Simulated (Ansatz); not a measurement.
**ClH₂InO: a ladder of functionals and wavefunction methods**

Aim: compute ClH₂InO with functionals from several rungs and with coupled cluster, and see how far each lands from CCSD(T) at the basis-set limit for the atomisation energy.

Computed with Ansatz 0.2.0, Gaussian basis. Level: functionals in def2-TZVPP, the program's frozen cores in correlated methods.

Levels to be run: LDA (SPW92), PBE-D4, revPBE-D4, BLYP-D4, r2SCAN-D4, B97M-V, PBE0-D4, B3LYP-D4, r2SCANh-D4, r2SCAN0-D4, HSE06-D4, BHLYP-D4, CAM-B3LYP-D4, LC-ωPBE, ωB97X-V, ωB97M-V, B2PLYP, PBE-QIDH; CCSD(T)/def2-SVP; CCSD(T)/def2-TZVPP; MP2/def2-QZVPP; extrapolation to the limit; RPA on PBE.

## Step 1: The geometry

The geometry comes from an earlier relaxation with PBE0-D4 in a triple-zeta def2 set; it is a stationary point. In takes the def2 core potential; no spin-orbit term is included.

5 atoms, charge 0, spin multiplicity 1.

Atoms are counted from 1 here; the program's logs count them from 0.

Bond lengths: O1–In2 1.968 Å, O1–H4 0.961 Å, In2–Cl3 2.333 Å, In2–H5 1.688 Å. Angles: In2–O1–H4 111.6°, O1–In2–Cl3 109.8°, O1–In2–H5 126.8°, Cl3–In2–H5 123.4°.

## Step 2: LDA

This LDA is Slater exchange with PW92 correlation.

Input file in.yaml:

```yaml
crystal:
  periodic: [false, false, false]
  atoms:
    - {symbol: O, position_ang: [-1.390065, 0.131762, -0.577040]}
    - {symbol: In, position_ang: [0.449489, 0.401799, 0.067161]}
    - {symbol: Cl, position_ang: [1.287940, -1.597344, 0.930358]}
    - {symbol: H, position_ang: [-1.681657, -0.774766, -0.446960]}
    - {symbol: H, position_ang: [1.334283, 1.838549, 0.026481]}
basis:
  gaussian: {orbitals: def2-TZVPP}
hamiltonian: {xc: lda}
output: {orbitals: {seedname: orbitals}}
```

Further steps of the session: PBE-D4 (GGA); revPBE-D4 (GGA); BLYP-D4 (GGA); r2SCAN-D4 (meta-GGA); B97M-V (meta-GGA); PBE0-D4 (hybrid); B3LYP-D4 (hybrid); r2SCANh-D4 (hybrid); r2SCAN0-D4 (hybrid); HSE06-D4 (hybrid); BHLYP-D4 (hybrid); CAM-B3LYP-D4 (range-separated); LC-ωPBE-D4 (range-separated); ωB97X-V (range-separated); ωB97M-V (range-separated); B2PLYP (double hybrid); PBE-QIDH (double hybrid); CCSD(T) in def2-SVP; CCSD(T) in def2-TZVPP; MP2 in def2-QZVPP; RPA on PBE orbitals.

**Question.** What will the summary of the whole plan be? Wanted: atomisation energy, CCSD(T)/CBS; farthest beyond LDA; mean size of error, GGA; mean size of error, meta-GGA; mean size of error, hybrid; mean size of error, range-separated; mean size of error, double hybrid; gap, smallest and largest; T1 diagnostic.

The runs gave:

| quantity | value |
| --- | --- |
| atomisation energy, CCSD(T)/CBS | 1381.1 kJ/mol |
| functionals within 13.8 kJ/mol (1.0 %) | PBE-D4, r2SCAN-D4, B97M-V, ωB97X-V, ωB97M-V |
| farthest beyond LDA | BHLYP-D4 (-99.9 kJ/mol) |
| mean size of error, GGA | 36.8 kJ/mol |
| mean size of error, meta-GGA | 9.7 kJ/mol |
| mean size of error, hybrid | 53.7 kJ/mol |
| mean size of error, range-separated | 18.4 kJ/mol |
| mean size of error, double hybrid | 46.5 kJ/mol |
| gap, smallest and largest | 4.78 eV (BLYP-D4), 11.85 eV (LC-ωPBE) |
| T1 diagnostic | 0.0154 |
| triples share of the correlation energy | 3.4 % |

LDA overbinds by 204.9 kJ/mol (15 %). PBE-D4 misses by -7.8 kJ/mol. Double hybrids carry the basis error of their MP2 part in triple zeta, and no dispersion term here, so their miss is partly the set-up's. Taken by rung, meta-GGA functionals do best (9.7 kJ/mol on average) and hybrid ones worst beyond LDA (53.7 kJ/mol). The mean of the hybrids holds BHLYP, with half exact exchange. The reference freezes the cores and leaves out spin-orbit coupling and excitations past (T), and its outer-core shells are covered unevenly, so misses under about 13.8 kJ/mol can't be ranked. All levels share the lack of spin-orbit coupling, which lowers the free heavy atoms and so the true binding. Hartree-Fock recovers 66 % of the binding; the rest is correlation. CCSD(T) in def2-SVP is off by -142.4 kJ/mol, worse than the median functional, from the basis alone. Orbital gaps span 4.8 to 11.8 eV; exact exchange widens them. Correlated methods include outer-core shells of In, which these sets cover unevenly.
